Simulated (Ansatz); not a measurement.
# MoN2 (P4/mbm) in Ansatz: a series of runs

The runs below take MoN2 through band structure, with PBEsol+U.

All numbers are computed with Ansatz 0.2.0; they aren't measurements. Logs are shortened: lines on timing, memory, paths and dates and some standing lists are left out, and cuts for length are marked.

### 1 The structure

The structure is tetragonal, space group P4/mbm (No. 127). Conventional cell: a = 4.348 Å, b = 4.348 Å, c = 2.767 Å, α = 90.00°, β = 90.00°, γ = 90.00°. Around Mo (site symmetry 4/m) lie 8 N at 2.24 Å. N (site symmetry m2m) has 1 N at 1.37 Å as nearest neighbours.

Measurements of this composition are mostly on another form, of space group No. 160.

### 2 Band structure, PBEsol+U

input.yaml reads:

```yaml
crystal:
  lattice:
    - [4.348053, 0.0, 0.0]
    - [0.0, 4.348053, 0.0]
    - [0.0, 0.0, 2.76746]
  atoms:
    - { symbol: Mo, position: [0.0, 0.0, 0.0] }
    - { symbol: Mo, position: [0.5, 0.5, 0.0] }
    - { symbol: "N", position: [0.611647, 0.888353, 0.5] }
    - { symbol: "N", position: [0.388353, 0.111647, 0.5] }
    - { symbol: "N", position: [0.111647, 0.611647, 0.5] }
    - { symbol: "N", position: [0.888353, 0.388353, 0.5] }
hamiltonian:
  xc: pbesol
  pseudopotentials: { kind: paw }
  hubbard: { sites: [{ species: Mo, l: d, u_eff: 5.0 }] }
kpoints:
  mp_grid: { grid: [6, 6, 10] }
  band_path:
    path:
      - [[0.0, 0.0, 0.0], [0.0, 0.5, 0.0], [0.5, 0.5, 0.0], [0.0, 0.0, 0.0], [0.0, 0.0, 0.5], [0.0, 0.5, 0.5], [0.5, 0.5, 0.5], [0.0, 0.0, 0.5]]
      - [[0.0, 0.5, 0.0], [0.0, 0.5, 0.5]]
      - [[0.5, 0.5, 0.0], [0.5, 0.5, 0.5]]
    npoints: 14
scf:
  occupations: { method: fermi_dirac, width: 0.05 }
  n_extra_bands: 15
output:
  forces: true
  stress: true
  eigenvalues: true
  fatbands: false
```

Potentials or basis: Ansatz PAW.

The run is started by

```console
> ansatz run input.yaml --threads 2 --pin off --max-ram 5632MiB --backend cpu --events-out ev --progress --plain --runs-dir out
```

Standard output:

```text
Warning: RAYON_NUM_THREADS=2 ignored (pool sized by the plan → 2); use --threads N
Mo: projections on atomic orbitals take those of the free atom [Ar 3d10] 4s2 4p6 4d5 5s1, of charge +0.00 (hamiltonian.pseudopotentials.projection_atoms); the dataset's partial waves leave at most 6.0e-6 of an orbital's norm unspanned inside its sphere
N: projections on atomic orbitals take those of the free atom [He] 2s2 2p3, of charge +0.00 (hamiltonian.pseudopotentials.projection_atoms); the dataset's partial waves leave at most 9.3e-9 of an orbital's norm unspanned inside its sphere
scf.n_extra_bands = 15 over 24 filled bands (N_el = 48.0): the run solves 39 bands
Engine: ansatz 0.2.0, aarch64-unknown-linux-gnu
Pseudopotentials: kind: paw
Pseudopotential: Mo, paw, valence charge 14, recommended cutoff 420 eV (normal), Mo.paw.azcp
Pseudopotential: N, paw, valence charge 5, recommended cutoff 420 eV (normal), N.paw.azcp
Functional definition: PBEsol
  exchange = pbesol_x
  correlation = pbesol_c
Crystal: 6 atoms, lattice volume = 52.320 Å³
Basis set: ecut = 420 eV, 1049 PW (Γ), exchange–correlation on 60×60×40 points (8 copies of the dense FFT grid, shifted against one another)
Bands: 39, of which v1, the nominal top of the filled ones, is band 24 counted from 1 (23 counted from 0)
Symmetry: 16 space group operations
Space group: P4/mbm (ITA 127), of the structure as read, at distance tolerance 3.7e-5 Å
k-points: 60 of 360
Non-local potential: Mo, projectors of the file, l = 0: 3, l = 1: 2, l = 2: 2, l = 3: 1
Non-local potential: N, projectors of the file, l = 0: 2, l = 1: 2, l = 2: 1
PAW form: soft (Blöchl's): semilocal exchange-correlation on the pseudo side does not see the compensation charge
PAW frozen core: Mo, regenerated for the run's functional, and the local potential with it (the file was generated under x = pbe(κ = 0.804, μ = 0.2195149727645171), c = pbe(β = 0.06672455060314922))
PAW frozen core: N, regenerated for the run's functional, and the local potential with it (the file was generated under x = pbe(κ = 0.804, μ = 0.2195149727645171), c = pbe(β = 0.06672455060314922))
PAW one-centre angular grid: Mo, 590 points (default); XC on 64 Gauss nodes
PAW one-centre angular grid: N, 110 points (default); XC on 64 Gauss nodes
Initial density: superposition of atomic densities (chi_scale 0.1, normalization cell, long waves of neutral atoms under a Hubbard term (reshape's long-wave potential 0.00 eV rms, cloud 2.25 Å wide))
Initial wavefunctions: pseudopotential atomic-orbital guess
Functional: x = pbesol(κ = 0.804, μ = 0.12345679012345678), c = pbesol(β = 0.046)
SCF iter   1: F=—  HF=-11299.237390 eV  |F-HF|=—  |Δ(HF+E_count)|=         —  Δρ=1.36e-1  dr2=1.03e1  ethr=3.10e-3  ⟨swp⟩=5.5  Hψ=9929  notcnv=0  defer=37
preconditioner: auto → Kerker (q_TF=auto, 2.689 Å⁻¹)  [metal: Δε(μ)=0.111 eV  Ē_g=14.864 eV  σ=0.050 eV  W_gap=0.48  n_scr=10 (ndim 8)  ℏωp=29.0 eV  f_vac=0.000  D(μ)=1.42/eV (n_scr^D=8)]
SCF iter   2: F=—  HF=-11297.695887 eV  |F-HF|=—  |Δ(HF+E_count)|=    1.54e0  Δρ=5.09e-2  dr2=5.93e-1  ethr=3.10e-3  ⟨swp⟩=3.1  Hψ=4426  notcnv=0  defer=409
SCF iter   3: F=—  HF=-11297.875411 eV  |F-HF|=—  |Δ(HF+E_count)|=   1.80e-1  Δρ=2.81e-2  dr2=1.52e-1  ethr=1.24e-3  ⟨swp⟩=2.0  Hψ=3259  notcnv=0  defer=405
SCF iter   4: F=—  HF=-11298.070766 eV  |F-HF|=—  |Δ(HF+E_count)|=   1.95e-1  Δρ=8.12e-3  dr2=2.02e-2  ethr=3.17e-4  ⟨swp⟩=2.0  Hψ=3290  notcnv=0  defer=405
SCF iter   5: F=—  HF=-11298.083330 eV  |F-HF|=—  |Δ(HF+E_count)|=   1.26e-2  Δρ=2.13e-3  dr2=2.43e-3  ethr=4.21e-5  ⟨swp⟩=2.0  Hψ=4495  notcnv=0  defer=403
SCF iter   6: F=—  HF=-11298.082955 eV  |F-HF|=—  |Δ(HF+E_count)|=   3.75e-4  Δρ=4.50e-4  dr2=8.72e-5  ethr=5.07e-6  ⟨swp⟩=2.2  Hψ=2938  notcnv=0  defer=403
SCF iter   7: F=—  HF=-11298.082958 eV  |F-HF|=—  |Δ(HF+E_count)|=   3.00e-6  Δρ=8.84e-5  dr2=2.61e-6  ethr=1.82e-7  ⟨swp⟩=2.5  Hψ=2933  notcnv=0  defer=403
SCF iter   8: F=—  HF=-11298.082959 eV  |F-HF|=—  |Δ(HF+E_count)|=   3.86e-7  Δρ=1.97e-5  dr2=1.25e-7  ethr=5.44e-9  ⟨swp⟩=2.5  Hψ=3264  notcnv=0  defer=403
SCF iter   9: F=-11298.082959 eV  HF=-11298.082959 eV  |F-HF|=1.36e-9  |Δ(HF+E_count)|=   4.08e-8  Δρ=4.32e-6  dr2=4.45e-9  ethr=2.08e-10  ⟨swp⟩=10.3  Hψ=10159  notcnv=0
SCF 1 converged in 9 iterations: F = -11298.082959 eV  dr2 = 4.45e-9
NSCF: frozen V_eff on 129 k-points
SCF converged after 9 iterations
Free energy (F): -11298.082959 eV
Harris-Foulkes:  -11298.082959 eV  (|F-HF|=1.36e-9)
Internal energy: -11298.068467 eV  (E = F + TS)
E sigma→0 (E₀):  -11298.075713 eV
Entropy (-TS):   -0.014492 eV (-2.415 meV/atom)
Fermi energy:    18.443067 eV
--- Per-component energies (eV) ---
  E_band       = -30.865916
  E_kinetic    = 1404.117345
  E_local      = -2032.909376  (includes V_loc(G=0)·N_el)
  E_nonlocal   = 470.849028
  E_hartree    = 627.140099
  E_xc         = -602.470874
  E_vxc        = -760.570477  (∫ρ·V_xc dr)
  E_hubbard    = 10.687332  (on-site DFT+U / exact-exchange correction)
  E_vhub       = -2.544709  (the Hubbard potential's part of the band-sum identity)
  E_paw        = -6775.492851  (= ΣΔE_a)
  E_vpaw       = -364.089190  (= ΣTr[D̂ρ^β])
  E_aug_tail   = 0.000380  (compensation charges beyond the density's cutoff)
  E_ewald      = -4400.520544
  E_core_change = 0.530994  (= ΣΔE_core)
  E_smearing   = -0.014492  (= −TS)
  E_closure    = 0.000000  (closes the sum)
  Σ components = -11298.082959   (vs F -11298.082959, Δ=0.00e0)
--- Forces (eV/Å), atoms counted from 1 ---
  atom   1  Mo     0.00000000     0.00000000     0.00000000
  atom   2  Mo    -0.00000000    -0.00000000     0.00000000
  atom   3  N     -0.23735363     0.23735363     0.00000000
  atom   4  N      0.23735363    -0.23735363     0.00000000
  atom   5  N     -0.23735363    -0.23735363     0.00000000
  atom   6  N      0.23735363     0.23735363     0.00000000
  max |Σ_I F_I| component: 8.33e-17 eV/Å
--- Stress (GPa, compression-positive) ---
       -9.506163       0.000000       0.000000
        0.000000      -9.506163       0.000000
        0.000000       0.000000      -9.300508
  P = ⅓ Tr σ = -9.4376 GPa (-94.376 kbar)
--- Band table (eV; the first three rows and the last of 60) ---
  k-point 0: bands = ["-43.2720", "-43.2126", "-17.3735", "-17.3735", "-17.3156", "-17.2501", "-17.0378", "-17.0378", "-2.6175", "-1.2704", "6.5877", "6.5877", "10.3124", "10.4011", "11.7005", "12.6477", "12.6477", "13.9453", "14.7003", "14.8393", "15.6589", "16.0430", "16.0430", "16.2839", "19.6483", "19.6878", "19.8397", "19.8397", "21.3678", "24.5665", "24.7569", "24.7569", "26.0184", "27.3709", "27.3709", "30.2476", "30.2476", "33.5431", "34.2525"]
  k-point 1: bands = ["-43.2618", "-43.2029", "-17.4142", "-17.3579", "-17.3579", "-17.3388", "-17.0266", "-17.0266", "-2.5060", "-1.1980", "6.4989", "6.4989", "10.4319", "10.5566", "12.0584", "12.4585", "12.4585", "12.9058", "13.8287", "15.6784", "16.0748", "16.0748", "16.2185", "16.4121", "19.7159", "19.7622", "20.0413", "20.0413", "21.4976", "24.2864", "24.4284", "24.4284", "26.4166", "27.4268", "27.4268", "30.4143", "30.4143", "33.7165", "33.8623"]
  k-point 2: bands = ["-43.2351", "-43.1774", "-17.6660", "-17.5667", "-17.3174", "-17.3174", "-16.9974", "-16.9974", "-2.2072", "-0.9992", "6.2621", "6.2621", "10.7510", "10.7567", "11.7430", "12.0022", "12.0022", "12.4471", "13.0331", "16.1843", "16.1843", "16.3650", "16.7867", "17.0213", "19.7873", "20.0953", "20.5733", "20.5733", "21.8597", "23.5346", "23.6493", "23.6493", "27.3465", "27.5640", "27.5640", "30.5075", "30.5075", "32.9699", "34.1152"]
  k-point 59: bands = ["-43.1393", "-43.1393", "-18.2046", "-18.2046", "-17.2603", "-17.2603", "-16.8891", "-16.8891", "-1.2253", "-1.2253", "6.8584", "6.8584", "10.9585", "10.9585", "11.1499", "11.1499", "13.3041", "13.3041", "13.3714", "13.3714", "13.8875", "13.8875", "16.1322", "16.1322", "21.1505", "21.1505", "22.2815", "22.2815", "23.0617", "23.0617", "25.4467", "25.4467", "27.5751", "27.5751", "28.9986", "28.9986", "30.0744", "30.0744", "30.9179"]
Occupation matrices written to <dir>
```

bands.tsv:

```text
[... 150 lines left out ...]
8.339304	-61.582400	-61.582400	-36.647676	-36.647676	-35.703382	-35.703382	-35.332132	-35.332132	-19.668340	-19.668340	-11.584669	-11.584669	-7.484611	-7.484611	-7.293158	-7.293158	-5.138995	-5.138995	-5.071674	-5.071674	-4.555565	-4.555565	-2.310886	-2.310886	2.707456	2.707456	3.838480	3.838480	4.618628	4.618628	7.003597	7.003597	9.132077	9.132077	10.555535	10.555535	11.631323	11.631323	12.474806
```

occupation_matrices:

```text
# The occupation matrices of the corrected shells as a run of Ansatz 0.0.0 ended. An entry of
# hamiltonian.hubbard.sites starts from them by `starting_ns: <path of this file>`, where that key's refused
# combinations let it.
# Free energy -11298.082959 eV.
# projection_atom_Mo: [Ar 3d10] 4s2 4p6 4d5 5s1
# projection_atom_N: [He] 2s2 2p3
[... 26 lines left out ...]
      - [6.938893903907228e-18, 0.0, 0.0, -0.2570935086330169, 0.5651424573057119]
  site1_d:
    matrix:
      - [0.49310953142479397, 0.0, 0.0, -3.122502256758253e-17, -7.37257477290143e-18]
      - [0.0, 0.3675732093845754, -5.421010862427522e-20, 0.0, 0.0]
      - [0.0, -1.6263032587282567e-19, 0.3675732093845753, 0.0, 0.0]
      - [-3.122502256758253e-17, 0.0, 0.0, 0.5985289117348933, 0.2570935086330169]
      - [-7.37257477290143e-18, 0.0, 0.0, 0.2570935086330169, 0.565142457305712]
```

It took 9 s on 2 threads of Arm Neoverse V1, shared host; peak memory 0.47 GiB.

Results:

* Free energy: -11298.0830 eV
* Pressure: -9.4 GPa
* Largest force: 0.336 eV/Å
* Band gap on the k mesh: none (metal or under the smearing width)

Forces on the atoms (eV/Å):
```
Mo   0.000  0.000  0.000
Mo   0.000  0.000  0.000
N   -0.237  0.237  0.000
N    0.237 -0.237  0.000
N   -0.237 -0.237  0.000
N    0.237  0.237  0.000
```

Levels at the corners of the path, in eV from the Fermi level:
```tsv
point	band 21	band 22	band 23	band 24	band 25	band 26	band 27	band 28
Γ	-2.78	-2.40	-2.40	-2.16	1.21	1.24	1.40	1.40
X	-1.68	-1.68	-1.41	-1.41	-0.41	-0.41	2.85	2.85
M	-0.59	-0.59	0.10	0.10	0.83	0.83	1.80	1.80
Γ	-2.78	-2.40	-2.40	-2.16	1.21	1.24	1.40	1.40
Z	-1.72	-1.72	0.04	1.35	2.35	2.70	2.97	2.97
R	-2.19	-2.19	-2.19	-2.19	2.66	2.66	3.57	3.57
A	-4.56	-4.56	-2.31	-2.31	2.71	2.71	3.84	3.84
Z	-1.72	-1.72	0.04	1.35	2.35	2.70	2.97	2.97
X	-1.68	-1.68	-1.41	-1.41	-0.41	-0.41	2.85	2.85
R	-2.19	-2.19	-2.19	-2.19	2.66	2.66	3.57	3.57
M	-0.59	-0.59	0.10	0.10	0.83	0.83	1.80	1.80
A	-4.56	-4.56	-2.31	-2.31	2.71	2.71	3.84	3.84
```

Eigenvalues of the final occupation matrices:
```
  site  spin  trace               eigenvalues
site 1     1   2.39  0.32 0.37 0.37 0.49 0.84
site 2     1   2.39  0.32 0.37 0.37 0.49 0.84
```

Caveat: the pressure holds a Pulay correction of +0.7 GPa for the finite cutoff; U without spin polarisation on a metal has little footing; the PAW data sets come from PBE, with cores solved anew for the run's functional, which leaves a small shift of forces and pressure.

### 3 Band structure, PBEsol+U

Changes to input.yaml since step 2:

```diff
@@ -15,3 +15,3 @@
   pseudopotentials: { kind: paw }
-  hubbard: { sites: [{ species: Mo, l: d, u_eff: 5.0 }] }
+  hubbard: { sites: [{ species: Mo, l: d, u_eff: 6.0 }] }
 kpoints:
```

Potentials or basis: Ansatz PAW.

The run is started by

```console
> ansatz run input.yaml --threads 2 --pin off --max-ram 5632MiB --backend cpu --events-out ev --progress --plain --runs-dir out
```

Standard output:

```text
Warning: RAYON_NUM_THREADS=2 ignored (pool sized by the plan → 2); use --threads N
Mo: projections on atomic orbitals take those of the free atom [Ar 3d10] 4s2 4p6 4d5 5s1, of charge +0.00 (hamiltonian.pseudopotentials.projection_atoms); the dataset's partial waves leave at most 6.0e-6 of an orbital's norm unspanned inside its sphere
N: projections on atomic orbitals take those of the free atom [He] 2s2 2p3, of charge +0.00 (hamiltonian.pseudopotentials.projection_atoms); the dataset's partial waves leave at most 9.3e-9 of an orbital's norm unspanned inside its sphere
scf.n_extra_bands = 15 over 24 filled bands (N_el = 48.0): the run solves 39 bands
[... 7 set-up lines as earlier in the session ...]
Crystal: 6 atoms, lattice volume = 52.320 Å³
Basis set: ecut = 420 eV, 1049 PW (Γ), exchange–correlation on 60×60×40 points (8 copies of the dense FFT grid, shifted against one another)
Bands: 39, of which v1, the nominal top of the filled ones, is band 24 counted from 1 (23 counted from 0)
[... 2 set-up lines as earlier in the session ...]
k-points: 60 of 360
[... 9 set-up lines as earlier in the session ...]
[... 18 lines left out ...]
E sigma→0 (E₀):  -11295.982297 eV
Entropy (-TS):   -0.012918 eV (-2.153 meV/atom)
Fermi energy:    18.367444 eV
--- Per-component energies (eV) ---
  E_band       = -31.498248
  E_kinetic    = 1404.843330
  E_local      = -2033.844690  (includes V_loc(G=0)·N_el)
  E_nonlocal   = 471.355083
  E_hartree    = 627.567758
  E_xc         = -602.537855
  E_vxc        = -760.649665  (∫ρ·V_xc dr)
  E_hubbard    = 12.312571  (on-site DFT+U / exact-exchange correction)
  E_vhub       = -4.036397  (the Hubbard potential's part of the band-sum identity)
  E_paw        = -6775.682869  (= ΣΔE_a)
  E_vpaw       = -364.300973  (= ΣTr[D̂ρ^β])
  E_aug_tail   = 0.000385  (compensation charges beyond the density's cutoff)
  E_ewald      = -4400.520544
  E_core_change = 0.530994  (= ΣΔE_core)
  E_smearing   = -0.012918  (= −TS)
  E_closure    = -0.000000  (closes the sum)
  Σ components = -11295.988756   (vs F -11295.988756, Δ=0.00e0)
--- Forces (eV/Å), atoms counted from 1 ---
  atom   1  Mo    -0.00000000     0.00000000     0.00000000
  atom   2  Mo    -0.00000000    -0.00000000     0.00000000
  atom   3  N     -0.38685951     0.38685951     0.00000000
  atom   4  N      0.38685951    -0.38685951     0.00000000
  atom   5  N     -0.38685951    -0.38685951     0.00000000
  atom   6  N      0.38685951     0.38685951     0.00000000
  max |Σ_I F_I| component: 1.11e-16 eV/Å
--- Stress (GPa, compression-positive) ---
       -7.037970       0.000000       0.000000
        0.000000      -7.037970       0.000000
        0.000000       0.000000      -6.457955
  P = ⅓ Tr σ = -6.8446 GPa (-68.446 kbar)
--- Band table (eV; the first three rows and the last of 60) ---
  k-point 0: bands = ["-43.2622", "-43.2024", "-17.3544", "-17.3419", "-17.3419", "-17.2891", "-17.0058", "-17.0058", "-2.6057", "-1.2561", "6.5931", "6.5931", "10.2872", "10.4046", "11.6894", "12.6523", "12.6523", "13.9573", "14.7182", "14.8528", "15.2698", "16.1235", "16.1489", "16.1489", "19.4757", "19.6554", "20.0232", "20.0232", "21.5563", "24.7128", "24.8512", "24.8512", "26.0265", "27.3872", "27.3872", "30.2685", "30.2685", "33.5679", "34.2523"]
  k-point 1: bands = ["-43.2520", "-43.1928", "-17.4530", "-17.3779", "-17.3261", "-17.3261", "-16.9946", "-16.9946", "-2.4942", "-1.1836", "6.5115", "6.5115", "10.4130", "10.5607", "12.0472", "12.4720", "12.4720", "12.9212", "13.7303", "15.6921", "15.9273", "16.1697", "16.1697", "16.2445", "19.5063", "19.7696", "20.2150", "20.2150", "21.6936", "24.4369", "24.5246", "24.5246", "26.4250", "27.4437", "27.4437", "30.4370", "30.4370", "33.7411", "33.8617"]
  k-point 2: bands = ["-43.2251", "-43.1674", "-17.7050", "-17.6061", "-17.2851", "-17.2851", "-16.9651", "-16.9651", "-2.1953", "-0.9845", "6.2911", "6.2911", "10.7666", "10.7676", "11.7549", "12.0341", "12.0341", "12.3205", "13.0216", "16.0646", "16.2544", "16.2544", "16.5947", "17.0327", "19.5869", "20.1040", "20.7262", "20.7262", "22.0560", "23.6999", "23.7505", "23.7505", "27.3549", "27.5823", "27.5823", "30.5342", "30.5342", "32.9683", "34.1232"]
  k-point 59: bands = ["-43.1302", "-43.1302", "-18.2449", "-18.2449", "-17.2279", "-17.2279", "-16.8564", "-16.8564", "-1.1827", "-1.1827", "6.8589", "6.8589", "11.0209", "11.0209", "11.1653", "11.1653", "13.3350", "13.3350", "13.3746", "13.3746", "13.9869", "13.9869", "15.7238", "15.7238", "21.1873", "21.1873", "22.3823", "22.3823", "23.1976", "23.1976", "25.5309", "25.5309", "27.5851", "27.5851", "29.0258", "29.0258", "30.0340", "30.0340", "30.9356"]
Occupation matrices written to <dir>
```

bands.tsv:

```text
[... 150 lines left out ...]
8.339304	-61.497678	-61.497678	-36.612301	-36.612301	-35.595319	-35.595319	-35.223850	-35.223850	-19.550161	-19.550161	-11.508564	-11.508564	-7.346585	-7.346585	-7.202114	-7.202114	-5.032456	-5.032456	-4.992836	-4.992836	-4.380513	-4.380513	-2.643605	-2.643605	2.819864	2.819864	4.014842	4.014842	4.830176	4.830176	7.163453	7.163453	9.217639	9.217639	10.658360	10.658360	11.666583	11.666583	12.568110
```

occupation_matrices:

```text
# The occupation matrices of the corrected shells as a run of Ansatz 0.0.0 ended. An entry of
# hamiltonian.hubbard.sites starts from them by `starting_ns: <path of this file>`, where that key's refused
# combinations let it.
# Free energy -11295.988756 eV.
# projection_atom_Mo: [Ar 3d10] 4s2 4p6 4d5 5s1
# projection_atom_N: [He] 2s2 2p3
[... 26 lines left out ...]
      - [6.071532165918825e-18, 0.0, 0.0, -0.2872747766856515, 0.5821432781669134]
  site1_d:
    matrix:
      - [0.48828895731157734, 0.0, 0.0, -3.252606517456513e-17, -6.071532165918825e-18]
      - [0.0, 0.3567022167787538, -5.421010862427522e-20, 0.0, 0.0]
      - [0.0, -2.710505431213761e-19, 0.3567022167787538, 0.0, 0.0]
      - [-2.992397996059992e-17, 0.0, 0.0, 0.6046215298194697, 0.2872747766856515]
      - [-6.071532165918825e-18, 0.0, 0.0, 0.2872747766856515, 0.5821432781669134]
```

Run time: 9 s. Hardware: 2 threads of Arm Neoverse V1, shared host; peak memory 0.47 GiB.

Results:

* Free energy: -11295.9888 eV
* Pressure: -6.8 GPa
* Largest force: 0.547 eV/Å
* Band gap on the k mesh: none (metal or under the smearing width)

Forces in eV/Å, atoms in the order of the input:
```
Mo   0.000  0.000  0.000
Mo   0.000  0.000  0.000
N   -0.387  0.387  0.000
N    0.387 -0.387  0.000
N   -0.387 -0.387  0.000
N    0.387  0.387  0.000
```

Levels at the corners of the path, in eV from the Fermi level:
```tsv
point	band 20	band 21	band 22	band 23	band 24	band 25	band 26	band 27	band 28	band 29
Γ	-3.51	-3.10	-2.24	-2.22	-2.22	1.11	1.29	1.66	1.66	3.19
X	-4.20	-1.92	-1.92	-1.24	-1.24	-0.33	-0.33	3.09	3.09	4.24
M	-4.05	-0.51	-0.51	-0.05	-0.05	0.91	0.91	2.06	2.06	3.79
Γ	-3.51	-3.10	-2.24	-2.22	-2.22	1.11	1.29	1.66	1.66	3.19
Z	-2.48	-1.63	-1.63	-0.36	1.43	2.44	3.03	3.11	3.17	3.17
R	-3.49	-2.62	-2.62	-2.09	-2.09	2.76	2.76	3.77	3.77	4.45
A	-4.99	-4.38	-4.38	-2.64	-2.64	2.82	2.82	4.01	4.01	4.83
Z	-2.48	-1.63	-1.63	-0.36	1.43	2.44	3.03	3.11	3.17	3.17
X	-4.20	-1.92	-1.92	-1.24	-1.24	-0.33	-0.33	3.09	3.09	4.24
R	-3.49	-2.62	-2.62	-2.09	-2.09	2.76	2.76	3.77	3.77	4.45
M	-4.05	-0.51	-0.51	-0.05	-0.05	0.91	0.91	2.06	2.06	3.79
A	-4.99	-4.38	-4.38	-2.64	-2.64	2.82	2.82	4.01	4.01	4.83
```

Eigenvalues of the final occupation matrices:
```csv
site,spin,trace,eigenvalues
site 1,1,2.39,0.31 0.36 0.36 0.49 0.88
site 2,1,2.39,0.31 0.36 0.36 0.49 0.88
```

Caveat: the pressure holds a Pulay correction of +0.7 GPa for the finite cutoff; U without spin polarisation on a metal has little footing; the PAW data sets come from PBE, with cores solved anew for the run's functional, which leaves a small shift of forces and pressure.

[end of part 1 of 2]
